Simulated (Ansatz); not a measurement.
**V: energy and pressure over a range of volumes**

An exercise on one series of results from a longer session: the logs are not shown, and one member is left open.

Program: Ansatz 0.2.0. Level of theory: DFT PBEsol, scalar-relativistic. These are calculated values, not measurements.

### Starting point

Symmetry: Im-3m, No. 229, cubic system. Conventional cell: a = 3.026 Å, b = 3.026 Å, c = 3.026 Å, α = 90.00°, β = 90.00°, γ = 90.00°. V (site symmetry m-3m) has 8 V at 2.62 Å as nearest neighbours.

Coordinates:

```cif
data_structure
_symmetry_space_group_name_H-M 'Im-3m'
_symmetry_Int_Tables_number 229
_cell_length_a 3.0260
_cell_length_b 3.0260
_cell_length_c 3.0260
_cell_angle_alpha 90.000
_cell_angle_beta 90.000
_cell_angle_gamma 90.000
_cell_volume 27.71
loop_
_atom_site_label
_atom_site_type_symbol
_atom_site_symmetry_multiplicity
_atom_site_Wyckoff_symbol
_atom_site_fract_x
_atom_site_fract_y
_atom_site_fract_z
_atom_site_occupancy
V1 V 2 a 0.00000 0.00000 0.00000 1
```

The file gives the conventional cell by its symmetry; the runs use the cell typed in the input.

The geometry is a database entry used as it stands. It may stem from high pressure or temperature, or be incomplete, so it serves as a test cell.

Set-up of the first run:

input.yaml

```yaml
crystal:
  lattice:
    - [-1.4925515474, 1.4925515474, 1.4925515474]
    - [1.4925515474, -1.4925515474, 1.4925515474]
    - [1.4925515474, 1.4925515474, -1.4925515474]
  atoms:
    - { symbol: V, position: [0.0, 0.0, 0.0], spin: 1.5 }
magnetization:
  spin_polarized: true
kpoints:
  mp_grid: { grid: [19, 19, 19] }
scf:
  occupations: { method: fermi_dirac, width: 0.03 }
hamiltonian:
  xc: pbesol
  pseudopotentials: { kind: all_electron, lapw: { basis_error: 0.001 } }
output:
  forces: true
  stress: true
  eigenvalues: true
```

On the command line:

```
$ ansatz run input.yaml --threads 1 --pin off --max-ram 3072MiB --backend cpu --events-out ev --progress --plain --runs-dir out
```

Among the steps run: Volume × 0.96, LAPW; Volume × 0.96, PAW; Volume × 0.96, crystal datasets; Volume × 0.98, LAPW; Volume × 0.98, PAW; Volume × 1.02, LAPW; Volume × 1.02, PAW; Volume × 1.04, LAPW; Volume × 1.04, PAW; Volume × 1.04, crystal datasets.

One of the session's tables, all rows but one given; the rest of the session is left out.

It belongs to the step «Fits». 

```
          method  volume (Å³/atom)  pressure (GPa)
            LAPW            13.300           -5.20
            LAPW            13.577           -8.69
            LAPW            13.854          -11.84
            LAPW            14.131          -14.69
            LAPW            14.408          -17.25
             PAW            13.300           -5.16
             PAW            13.577           -8.65
             PAW            13.854          -11.81
             PAW            14.131          -14.66
             PAW            14.408               ?
crystal datasets            13.300           -5.20
crystal datasets            13.854          -11.84
crystal datasets            14.408          -17.25
```

Q: Estimate the row for PAW, 14.408 from the others.

The run gave: pressure (GPa): -17.23. In the column «pressure (GPa)» it lies between crystal datasets, 14.408 (-17.25) and LAPW, 14.131 (-14.69).

To keep in mind: Warnings in the runs' records: seeded moment not kept, crystal datasets made.
